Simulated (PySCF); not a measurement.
# B2FH3S: the cost of one run

Programs: PySCF 2.14.0, with density-fitted response routines of our own. Each step states its level of theory. These are calculated values for one molecule in the gas phase, unless marked as measured. Atoms are numbered from 0 throughout.

### Step 1. The starting structure

7 atoms, charge 0, multiplicity 1; geometry from: GFN2-xTB. The atoms were then displaced at random by about 0.01 Å, so the start is not that level's minimum.

Bonds of the start (Å): B0–S1 1.78, S1–B2 1.81, B2–F3 1.27, B0–H4 1.19, B0–H5 1.14, B2–H6 1.16.

### Step 2. Relaxing the molecule at PBE0-D3(BJ)/def2-SVP

What the job is given:

```
{"job": {"xc": "PBE0", "basis": "def2-SVP", "d3": "d3bj", "grid": 1, "shake": 0.01, "kind": "geom"}, "charge": 0, "multiplicity": 1}
B      1.408020     0.315990     0.036360
S      0.250690    -0.340950     1.210990
B     -1.339940    -0.347580     0.337190
F     -2.347330    -0.795530     0.965020
H      1.008790     0.653860    -1.035440
H      2.495080     0.454780     0.361510
H     -1.441360     0.030320    -0.754600
```

Command:

```sh
$ OMP_NUM_THREADS=1 python probes_run.py task.json out
```

This one command runs all jobs of the session in turn.

**Question.** How long does this first job take on 1 thread of AMD EPYC 9R45, shared host, and how much memory does it need?

About 5.6 s, with a peak of 0.32 GiB.
